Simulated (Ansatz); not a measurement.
# BFGeH₄O: geometry and vibrations

Aim: relax BFGeH₄O from a cheap starting geometry, then compute its harmonic vibrations to see whether it is a minimum and to get the zero-point energy and entropy, and look at its orbitals and charge.

Computed with Ansatz 0.2.0, Gaussian basis. Level: RKS PBE0-D4/def2-TZVP.

Plan: relaxation at PBE-D4/def2-SVP; relaxation at PBE0-D4/def2-TZVP; harmonic vibrations at the same level; a single point in def2-TZVPP for the fields.

**1. Starting geometry**

SMILES `O[B](F)[GeH3]`, 8 atoms, charge 0, spin multiplicity 1.

Atoms are counted from 1 here; the program's logs count them from 0.

Bond lengths: O1–B2 1.446 Å, O1–H5 1.024 Å, B2–F3 1.425 Å, B2–Ge4 1.940 Å, Ge4–H6 1.580 Å, Ge4–H7 1.560 Å, Ge4–H8 1.554 Å. Angles: B2–O1–H5 104.3°, O1–B2–F3 118.3°, O1–B2–Ge4 122.3°, F3–B2–Ge4 119.4°, B2–Ge4–H6 112.0°, B2–Ge4–H7 111.2°, B2–Ge4–H8 110.5°, H6–Ge4–H7 107.1°, H6–Ge4–H8 108.0°, H7–Ge4–H8 107.8°.

The start is a force-field geometry with small random shifts, so a cheaper pass at PBE-D4/def2-SVP comes first.

**2. Optimising with PBE-D4/def2-SVP (cheap first pass)**

Input file in.yaml:

```yaml
crystal:
  periodic: [false, false, false]
  atoms:
    - {symbol: O, position_ang: [1.614300, 1.132100, -0.003200]}
    - {symbol: B, position_ang: [0.916900, -0.131700, 0.080400]}
    - {symbol: F, position_ang: [1.688900, -1.328700, 0.101700]}
    - {symbol: Ge, position_ang: [-1.017200, -0.244800, 0.172900]}
    - {symbol: H, position_ang: [1.637700, 1.342500, -1.005400]}
    - {symbol: H, position_ang: [-1.596900, 0.526100, 1.424500]}
    - {symbol: H, position_ang: [-1.679800, 0.374800, -1.096000]}
    - {symbol: H, position_ang: [-1.471700, -1.727400, 0.269300]}
basis:
  gaussian: {orbitals: def2-SVP}
hamiltonian: {xc: pbe, dispersion: d4}
relax: {f_tol: 0.03, max_steps: 200}
```

Started as:

```
ansatz run in.yaml --threads 2 --pin off --events-out ev --progress --plain --max-ram 4352MiB
```

The program printed, shortened:

```text
Functional definition: PBE
  name "PBE"
  cite "Perdew, Burke & Ernzerhof, Phys. Rev. Lett. 77, 3865 (1996) doi:10.1103/PhysRevLett.77.3865"
  parent pbe
[...]
1028 factors; their error is unknown
[...]
mean field -61999.44353566 eV, -2278.4375252031 hartree, gradient 6.8e-5 eV, S^2 0.000000; 0 other end points of the search recorded, 0 dependent functions left out
[...]
reference -61999.44356984 eV, -2278.4375264595 hartree; 29, 29 occupied and 65, 65 virtual orbitals, 1028 factors
relax step   1: F+E_penalty+E_count = -61999.57097273 eV  Δ(F+E_penalty+E_count) = +0.000e0 eV  max|allowed force component| = 4.443e0 eV/Å  Δτ_max = 0.0000 Å  (26 SCF iters, accepted)
[...]
relax step   4: F+E_penalty+E_count = -62000.26399167 eV  Δ(F+E_penalty+E_count) = -2.491e-1 eV  max|allowed force component| = 8.354e-1 eV/Å  Δτ_max = 0.2000 Å  (32 SCF iters, accepted)
[...]
relax step   7: F+E_penalty+E_count = -62000.50744198 eV  Δ(F+E_penalty+E_count) = -3.224e-3 eV  max|allowed force component| = 1.142e-1 eV/Å  Δτ_max = 0.0805 Å  (26 SCF iters, accepted)
[...]
relax step  10: F+E_penalty+E_count = -62000.50984037 eV  Δ(F+E_penalty+E_count) = -8.707e-4 eV  max|allowed force component| = 1.255e-1 eV/Å  Δτ_max = 0.0170 Å  (25 SCF iters, accepted)
[...]
relax step  13: F+E_penalty+E_count = -62000.51167427 eV  Δ(F+E_penalty+E_count) = -1.760e-4 eV  max|allowed force component| = 4.396e-2 eV/Å  Δτ_max = 0.0258 Å  (24 SCF iters, accepted)
[...]
relax step  14: F+E_penalty+E_count = -62000.51179878 eV  Δ(F+E_penalty+E_count) = -1.245e-4 eV  max|allowed force component| = 3.642e-2 eV/Å  Δτ_max = 0.0148 Å  (25 SCF iters, accepted)
[...]
relax step  15: F+E_penalty+E_count = -62000.51194220 eV  Δ(F+E_penalty+E_count) = -1.434e-4 eV  max|allowed force component| = 2.636e-2 eV/Å  Δτ_max = 0.0274 Å  (24 SCF iters, accepted)
1028 factors; their error is unknown
mean field -62000.38522276 eV, -2278.4721315661 hartree, gradient 8.7e-5 eV, S^2 0.000000; 1 other end points of the search recorded, 0 dependent functions left out
[...]
reference -62000.38525703 eV, -2278.4721328252 hartree; 29, 29 occupied and 65, 65 virtual orbitals, 1028 factors
Total energy: -62000.51197646 eV, -2278.4767896786 hartree
Atom 0 at     1.790466     0.713134    -0.635554 Å, force     0.026355    -0.003183     0.013438 eV/Å
Atom 1 at     1.071173    -0.140790     0.135633 Å, force     0.005553    -0.013624    -0.000723 eV/Å
Atom 2 at     1.773584    -0.975908     0.910643 Å, force    -0.009866     0.015818    -0.011098 eV/Å
Atom 3 at    -1.016681    -0.222910     0.172185 Å, force    -0.007432    -0.000952     0.005422 eV/Å
Atom 4 at     1.227495     1.295802    -1.174627 Å, force    -0.017400    -0.000607    -0.004549 eV/Å
Atom 5 at    -1.577709     0.086707     1.585786 Å, force     0.001436     0.000285    -0.005331 eV/Å
Atom 6 at    -1.634312     0.811608    -0.813802 Å, force    -0.000395     0.003621     0.001896 eV/Å
Atom 7 at    -1.541815    -1.624743    -0.236064 Å, force     0.001750    -0.001358     0.000943 eV/Å
Dipole moment:    -0.151781     0.267221    -0.244851 e Å
```

It took 28 s on 2 threads of Arm Neoverse V1, shared host.

Step by step:

| step | energy from step 1 (eV) | largest force component (eV/Å) |
| --- | --- | --- |
| 1 | 0.0000 | 4.4425 |
| 2 | -0.3600 | 2.1939 |
| 3 | -0.4439 | 1.3496 |
| 4 | -0.6930 | 0.8354 |
| 5 | -0.8718 | 0.4735 |
| 6 | -0.9332 | 0.1156 |
| 7 | -0.9365 | 0.1142 |
| 8 | -0.9372 | 0.1657 |
| 9 | -0.9380 | 0.1579 |
| 10 | -0.9389 | 0.1255 |
| 11 | -0.9400 | 0.0252 |
| 12 | -0.9405 | 0.0353 |
| 13 | -0.9407 | 0.0440 |
| 14 | -0.9408 | 0.0364 |
| 15 | -0.9410 | 0.0264 |

The force was under the threshold of 0.03 eV/Å already at step 11, but the program went on to step 15.

Close pairs (by a distance rule), those that changed most:

| bond | before (Å) | after (Å) | change (Å) |
| --- | --- | --- | --- |
| B2–Ge4 | 1.940 | 2.090 | +0.150 |
| O1–B2 | 1.446 | 1.357 | -0.089 |
| B2–F3 | 1.425 | 1.338 | -0.086 |
| O1–H5 | 1.024 | 0.973 | -0.051 |
| Ge4–H6 | 1.580 | 1.552 | -0.028 |
| Ge4–H7 | 1.560 | 1.557 | -0.003 |
| Ge4–H8 | 1.554 | 1.552 | -0.002 |

**3. Geometry optimisation, PBE0-D4/def2-TZVP**

Input file in.yaml:

```yaml
crystal:
  periodic: [false, false, false]
  atoms:
    - {symbol: O, position_ang: [1.790466, 0.713134, -0.635554]}
    - {symbol: B, position_ang: [1.071173, -0.140790, 0.135633]}
    - {symbol: F, position_ang: [1.773584, -0.975908, 0.910643]}
    - {symbol: Ge, position_ang: [-1.016681, -0.222910, 0.172185]}
    - {symbol: H, position_ang: [1.227495, 1.295802, -1.174627]}
    - {symbol: H, position_ang: [-1.577709, 0.086707, 1.585786]}
    - {symbol: H, position_ang: [-1.634312, 0.811608, -0.813802]}
    - {symbol: H, position_ang: [-1.541815, -1.624743, -0.236064]}
basis:
  gaussian: {orbitals: def2-TZVP}
hamiltonian: {xc: pbe0, dispersion: d4}
relax: {f_tol: 0.005, max_steps: 150}
```

The command is unchanged.

The program printed, shortened:

```text
Functional definition: PBE0
  name "PBE0"
  cite "Adamo & Barone, J. Chem. Phys. 110, 6158 (1999) doi:10.1063/1.478522"
  cite "Perdew, Burke & Ernzerhof, Phys. Rev. Lett. 77, 3865 (1996) doi:10.1103/PhysRevLett.77.3865"
  parent pbe
[...]
1053 factors; their error is unknown
[...]
mean field -62015.79145859 eV, -2279.0383002900 hartree, gradient 5.1e-5 eV, S^2 0.000000; 0 other end points of the search recorded, 0 dependent functions left out
[...]
reference -62015.79148927 eV, -2279.0383014175 hartree; 29, 29 occupied and 136, 136 virtual orbitals, 1053 factors
relax step   1: F+E_penalty+E_count = -62015.89806028 eV  Δ(F+E_penalty+E_count) = +0.000e0 eV  max|allowed force component| = 6.059e-1 eV/Å  Δτ_max = 0.0000 Å  (26 SCF iters, accepted)
[...]
reference -62015.80868818 eV, -2279.0389334655 hartree; 29, 29 occupied and 136, 136 virtual orbitals, 1053 factors
Total energy: -62015.91557852 eV, -2279.0428616134 hartree
Atom 0 at     1.776923     0.708263    -0.630460 Å, force     0.001670     0.000745    -0.000651 eV/Å
Atom 1 at     1.057573    -0.138147     0.132930 Å, force     0.000885     0.000839    -0.000506 eV/Å
Atom 2 at     1.755168    -0.962282     0.903174 Å, force    -0.002548    -0.000529     0.000676 eV/Å
Atom 3 at    -1.023162    -0.225570     0.173810 Å, force    -0.000462    -0.002339     0.002089 eV/Å
Atom 4 at     1.242803     1.290053    -1.175228 Å, force     0.000055     0.000221    -0.000643 eV/Å
Atom 5 at    -1.563438     0.082979     1.579004 Å, force     0.000637    -0.000761    -0.000941 eV/Å
Atom 6 at    -1.625134     0.805152    -0.802461 Å, force    -0.000761     0.000738    -0.000483 eV/Å
Atom 7 at    -1.528534    -1.617548    -0.236569 Å, force     0.000523     0.001085     0.000459 eV/Å
Dipole moment:    -0.223042     0.261339    -0.244395 e Å
```

Wall time 32 s (2 threads of Arm Neoverse V1, shared host).

Along the way: (the energy doesn't fall at every step)

| step | energy from step 1 (eV) | largest force component (eV/Å) |
| --- | --- | --- |
| 1 | 0.0000 | 0.6059 |
| 2 | -0.0155 | 0.2287 |
| 3 | -0.0132 | 0.2048 |
| 4 | -0.0173 | 0.1149 |
| 5 | -0.0173 | 0.0970 |
| 6 | -0.0175 | 0.0025 |

Close pairs (by a distance rule), those that changed most:

| bond | before (Å) | after (Å) | change (Å) |
| --- | --- | --- | --- |
| Ge4–H6 | 1.552 | 1.537 | -0.015 |
| Ge4–H8 | 1.552 | 1.537 | -0.015 |
| Ge4–H7 | 1.557 | 1.542 | -0.015 |
| O1–H5 | 0.973 | 0.959 | -0.014 |
| B2–F3 | 1.338 | 1.326 | -0.012 |
| O1–B2 | 1.357 | 1.348 | -0.009 |
| B2–Ge4 | 2.090 | 2.083 | -0.007 |

Mulliken charges at the end point, from the run's report:

| atom | value (e) |
| --- | --- |
| O1 | -0.36 |
| B2 | 0.32 |
| F3 | -0.22 |
| Ge4 | -0.11 |
| H5 | 0.34 |
| H6 | 0.02 |
| H7 | 0.00 |
| H8 | 0.02 |

**4. Force constants and modes**

Input file in.yaml:

```yaml
crystal:
  periodic: [false, false, false]
  atoms:
    - {symbol: O, position_ang: [1.776923, 0.708263, -0.630460]}
    - {symbol: B, position_ang: [1.057573, -0.138147, 0.132930]}
    - {symbol: F, position_ang: [1.755168, -0.962282, 0.903174]}
    - {symbol: Ge, position_ang: [-1.023162, -0.225570, 0.173810]}
    - {symbol: H, position_ang: [1.242803, 1.290053, -1.175228]}
    - {symbol: H, position_ang: [-1.563438, 0.082979, 1.579004]}
    - {symbol: H, position_ang: [-1.625134, 0.805152, -0.802461]}
    - {symbol: H, position_ang: [-1.528534, -1.617548, -0.236569]}
basis:
  gaussian: {orbitals: def2-TZVP}
hamiltonian: {xc: pbe0, dispersion: d4}
phonons: {temperatures: {t_min: 298.15, t_max: 900, t_step: 200}}
```

Same command.

The program printed, shortened:

```text
Functional definition: PBE0
  name "PBE0"
  cite "Adamo & Barone, J. Chem. Phys. 110, 6158 (1999) doi:10.1063/1.478522"
  cite "Perdew, Burke & Ernzerhof, Phys. Rev. Lett. 77, 3865 (1996) doi:10.1103/PhysRevLett.77.3865"
  parent pbe
[...]
1053 factors; their error is unknown
[...]
mean field -62015.80865753 eV, -2279.0389323395 hartree, gradient 5.0e-5 eV, S^2 0.000000; 0 other end points of the search recorded, 0 dependent functions left out
[...]
reference -62015.80868818 eV, -2279.0389334659 hartree; 29, 29 occupied and 136, 136 virtual orbitals, 1053 factors
[...]
1053 factors; their error is unknown
mean field -62015.80856936 eV, -2279.0389290992 hartree, gradient 8.2e-7 eV, S^2 0.000000; 0 other end points of the search recorded, 0 dependent functions left out
[...]
reference -62015.80860001 eV, -2279.0389302257 hartree; 29, 29 occupied and 136, 136 virtual orbitals, 1053 factors
[...]
Atom 0 at     1.776923     0.708263    -0.630460 Å, force     0.001676     0.000756    -0.000663 eV/Å
Atom 1 at     1.057573    -0.138147     0.132930 Å, force     0.000896     0.000828    -0.000491 eV/Å
Atom 2 at     1.755168    -0.962282     0.903174 Å, force    -0.002559    -0.000520     0.000667 eV/Å
Atom 3 at    -1.023162    -0.225570     0.173810 Å, force    -0.000487    -0.002364     0.002098 eV/Å
Atom 4 at     1.242803     1.290053    -1.175228 Å, force     0.000057     0.000220    -0.000643 eV/Å
Atom 5 at    -1.563438     0.082979     1.579004 Å, force     0.000640    -0.000760    -0.000945 eV/Å
Atom 6 at    -1.625134     0.805152    -0.802461 Å, force    -0.000751     0.000740    -0.000485 eV/Å
Atom 7 at    -1.528534    -1.617548    -0.236569 Å, force     0.000529     0.001100     0.000462 eV/Å
Dipole moment:    -0.223042     0.261339    -0.244395 e Å
Vibrations: 64.75 187.50 297.96 341.63 509.23 583.92 585.58 611.22 810.71 885.36 887.44 982.38 1264.33 1417.19 2131.53 2155.30 2157.52 3905.62 cm⁻¹, zero-point energy 1.226150 eV
```

Run time: 2.4 min. Hardware: 2 threads of Arm Neoverse V1, shared host.

Motions are named by where the mode's potential energy lies. The modes, unscaled (a negative number is an imaginary wavenumber):

| mode | cm⁻¹ | motion |
| --- | --- | --- |
| 1 | 65 | torsion |
| 2 | 187 | bend |
| 3 | 298 | Ge–B stretch with bend |
| 4 | 342 | torsion with bend |
| 5 | 509 | bend |
| 6 | 584 | torsion |
| 7 | 586 | bend with Ge–B stretch |
| 8 | 611 | torsion with bend |
| 9 | 811 | bend |
| 10 | 885 | bend with torsion |
| 11 | 887 | bend with torsion |
| 12 | 982 | bend |
| 13 | 1264 | B–F and B–O stretch |
| 14 | 1417 | B–O and B–F stretch |
| 15 | 2132 | Ge–H stretch |
| 16 | 2155 | Ge–H stretch |
| 17 | 2158 | Ge–H stretch |
| 18 | 3906 | O–H stretch |

Ideal gas, rigid rotor and harmonic oscillator at 298.15 K and 1 bar, with symmetry number 1:

| term | value |
| --- | --- |
| zero-point energy | 28.3 kcal/mol |
| H(298) − E | 32.6 kcal/mol |
| entropy, translation | 168.8 J/(mol K) |
| entropy, rotation | 110.5 J/(mol K) |
| entropy, vibration | 49.6 J/(mol K) |
| entropy, total | 328.9 J/(mol K) |

**5. Fields at the relaxed geometry**

Edit in.yaml of step 4 so:

```diff
@@ -12,4 +12,4 @@
 basis:
-  gaussian: {orbitals: def2-TZVP}
+  gaussian: {orbitals: def2-TZVPP}
 hamiltonian: {xc: pbe0, dispersion: d4}
-phonons: {temperatures: {t_min: 298.15, t_max: 900, t_step: 200}}
+output: {orbitals: {seedname: orbitals}}
```

Same command.

The program printed:

```text
Functional definition: PBE0
  name "PBE0"
  cite "Adamo & Barone, J. Chem. Phys. 110, 6158 (1999) doi:10.1063/1.478522"
  cite "Perdew, Burke & Ernzerhof, Phys. Rev. Lett. 77, 3865 (1996) doi:10.1103/PhysRevLett.77.3865"
  parent pbe
  parameter a = 0.25
  parameter kappa = 0.804
  parameter beta = 0.06672455060314922
  exchange = (1 - a)*pbe_x(kappa = kappa, mu = beta*pi^2/3) + a*exact_x
  correlation = pbe_c(beta = beta)
1113 factors; their error is unknown
mean field evaluation 1: about -62011.1553 eV, gradient 5.5e1 eV
mean field evaluation 2: about -62004.3476 eV, gradient 8.4e1 eV
mean field evaluation 4: about -62015.5611 eV, gradient 3.9e0 eV
mean field evaluation 8: about -62015.5803 eV, gradient 3.5e-2 eV
mean field -62015.86886428 eV, -2279.0411448966 hartree, gradient 5.8e-5 eV, S^2 0.000000; 0 other end points of the search recorded, 0 dependent functions left out
reference -62015.86889498 eV, -2279.0411460247 hartree; 29, 29 occupied and 168, 168 virtual orbitals, 1113 factors
Total energy: -62015.97578532 eV, -2279.0450741725 hartree
```

It took 4 s on 2 threads of Arm Neoverse V1, shared host; peak memory 0.43 GiB.

The fields below are evaluated on a grid from the run's orbitals.

Frontier orbitals at PBE0-D4/def2-TZVPP, with the share of their density that lies nearest to each atom:

| orbital | energy (eV) | lies on |
| --- | --- | --- |
| HOMO | -8.49 | B2 33 %; Ge4 21 %; O1 13 % |
| LUMO | -0.52 | B2 47 %; O1 10 %; H6, H8 about 10 % each |

ELF in a plane through or near 6 of the atoms.

Values, 10 rows by 14 columns:
```
0.00 0.00 0.00 0.00 0.00 0.00 0.00 0.00 0.00 0.00 0.00 0.00 0.00 0.00
0.00 0.00 0.00 0.00 0.00 0.00 0.00 0.00 0.03 0.03 0.00 0.00 0.00 0.00
0.00 0.00 0.00 0.02 0.14 0.03 0.01 0.69 0.99 1.00 0.87 0.05 0.00 0.00
0.00 0.00 0.03 0.34 0.94 0.71 0.02 0.67 1.00 1.00 0.92 0.12 0.00 0.00
0.00 0.09 0.48 0.82 0.66 0.51 0.23 0.41 0.18 0.27 0.32 0.05 0.01 0.00
0.00 0.06 0.42 0.74 0.72 0.28 0.66 0.69 0.66 0.43 0.37 0.10 0.02 0.00
0.00 0.00 0.00 0.03 0.43 0.79 0.32 0.41 0.26 0.28 0.22 0.05 0.01 0.00
0.00 0.00 0.01 0.35 0.82 0.68 0.70 0.05 0.01 0.03 0.02 0.01 0.00 0.00
0.00 0.00 0.00 0.03 0.12 0.25 0.15 0.01 0.00 0.00 0.00 0.00 0.00 0.00
0.00 0.00 0.00 0.00 0.00 0.00 0.00 0.00 0.00 0.00 0.00 0.00 0.00 0.00
```
The map spans 9.1 Å across and 8.8 Å up, centred on the molecule. Atoms in the plane (x, y in Å): O1 (-2.0, 0.4), B2 (-0.9, -0.5), F3 (-1.3, -1.8), Ge4 (1.1, 0.0), H5 (-1.7, 1.3), H7 (1.2, 1.6).

On the surface of density 0.002 e/bohr³ the electrostatic potential runs, from the 1st to the 99th percentile, from -0.96 V near O1 to 2.71 V near H5.

**6. Summary of results**

```
                  quantity            value
               point group               Cs
                     steps           15 + 6
shift from the start (rms)          0.542 Å
              total energy   -62015.9156 eV
           dispersion term         -107 meV
             dipole moment           2.03 D
lowest, highest wavenumber    65, 3906 cm⁻¹
         zero-point energy    28.3 kcal/mol
       entropy at 298.15 K  328.9 J/(mol K)
                HOMO, LUMO  -8.49, -0.52 eV
```

The atoms moved 0.54 Å (rms) from the start; the bond that changed most is B2–Ge4, from 1.940 to 2.083 Å. No mode is imaginary: a true minimum at this level. The stiffest mode, 3906 cm⁻¹, is an O–H stretch, and 2 modes under 200 cm⁻¹ make the vibrational entropy uncertain. Harmonic hybrid wavenumbers usually lie a few per cent above measured fundamentals. The largest Mulliken charge, -0.36 e, sits on O1. The HOMO lies mostly on B2 33 %; Ge4 21 % and the LUMO on B2 47 %; O1 10 %.
